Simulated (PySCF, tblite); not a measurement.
**C₆H₈BF: geometry, infrared bands and NMR shifts**

What infrared bands and NMR shifts should C₆H₈BF (`C=C(C)CC#CBF`) show?

Computed with tblite 0.8.0 and PySCF 2.14.0, with density-fitted response routines of our own, on a single molecule in the gas phase. Atoms count from 0, in the outputs and in this text.

**1. Starting geometry**

16 atoms, charge 0, multiplicity 1; geometry from: force field or distance geometry start.

Bonds of the start (Å): C0–C1 1.35, C1–C2 1.49, C1–C3 1.51, C3–C4 1.47, C4–C5 1.20, C5–B6 1.54, B6–F7 1.45, C0–H8 1.08, C0–H9 1.10, C2–H10 1.11, C2–H11 1.12, C2–H12 1.11, C3–H13 1.12, C3–H14 1.10, B6–H15 1.17.

**2. Relaxing the molecule with GFN2-xTB**

Job settings and geometry (Å):

```
{"job": {"kind": "relax", "xc": "GFN2-xTB", "basis": "xTB"}, "charge": 0, "multiplicity": 1}
C     -1.148400    -1.306100     0.860500
C     -1.168700    -0.431200    -0.172100
C     -2.293300     0.536400    -0.292300
C     -0.052000    -0.451000    -1.191000
C      1.192600     0.043700    -0.584900
C      2.211200     0.458500    -0.108800
B      3.516400     0.988400     0.510300
F      3.663600     1.048800     1.954300
H     -0.347200    -2.026700     0.976400
H     -1.960300    -1.303300     1.601400
H     -2.359100     1.177900     0.609000
H     -3.263200    -0.015300    -0.406800
H     -2.176000     1.200600    -1.168800
H      0.111900    -1.496600    -1.549400
H     -0.306700     0.181000    -2.058300
H      4.371600     1.403600    -0.169200
```

Launch:

```console
$ OMP_NUM_THREADS=1 python probes_run.py task.json out
```

The driver reads the jobs from task.json and runs them one after another.

**Question.** This job is followed by: GFN2-xTB harmonic vibrations, gas phase; GIAO PBE0/pcSseg-1 NMR shielding, non-relativistic, gas phase. What will the session give for the following? strongest single infrared mode (GFN2-xTB); zero-point energy (GFN2-xTB); ¹³C shifts against TMS (PBE0/pcSseg-1); ¹H shifts against TMS (PBE0/pcSseg-1, means over atoms taken as alike); ¹¹B shifts against BF3·OEt2 (PBE0/pcSseg-1); ¹⁹F shifts against CFCl3 (PBE0/pcSseg-1); surface potential, 1st and 99th percentile.

The runs gave:

| quantity | value |
| --- | --- |
| strongest single infrared mode (GFN2-xTB) | 2308 cm⁻¹, 297 km/mol |
| zero-point energy (GFN2-xTB) | 75.9 kcal/mol |
| ¹³C shifts against TMS (PBE0/pcSseg-1) | 149.3, 121.5, 120.0, 94.2, 32.7, 24.5 ppm |
| ¹H shifts against TMS (PBE0/pcSseg-1, means over atoms taken as alike) | 5.21, 5.14, 4.83, 3.19, 2.03 ppm |
| ¹¹B shifts against BF3·OEt2 (PBE0/pcSseg-1) | 38.1 ppm |
| ¹⁹F shifts against CFCl3 (PBE0/pcSseg-1) | -9.5 ppm |
| surface potential, 1st and 99th percentile | -0.91 V and 1.14 V |

**Reading.** Relaxing lowered the energy by 0.499 eV in 140 steps; the close pair that moved most is B6–F7, from 1.453 to 1.321 Å. All 42 modes are real, so the xTB geometry is a minimum. The strongest single mode, at 2308 cm⁻¹, moves mainly C4 and C5. GFN2-xTB is a fitted tight-binding method: band positions and strengths are rough. Its intensities can rank the bands wrongly. C1 (fully substituted alkene carbon) lies farthest downfield among carbon, at 149.3 ppm; an sp2 carbon of a C=C bond. At PBE0/pcSseg-1: Shielding is most anisotropic at F7 (span 534 ppm, paramagnetic term -290 ppm). At PBE0/pcSseg-1, counted by nearest atom on the grid, the HOMO lies on C0, C1 about 36 % each, the LUMO on B6 40 %; C4 23 %.
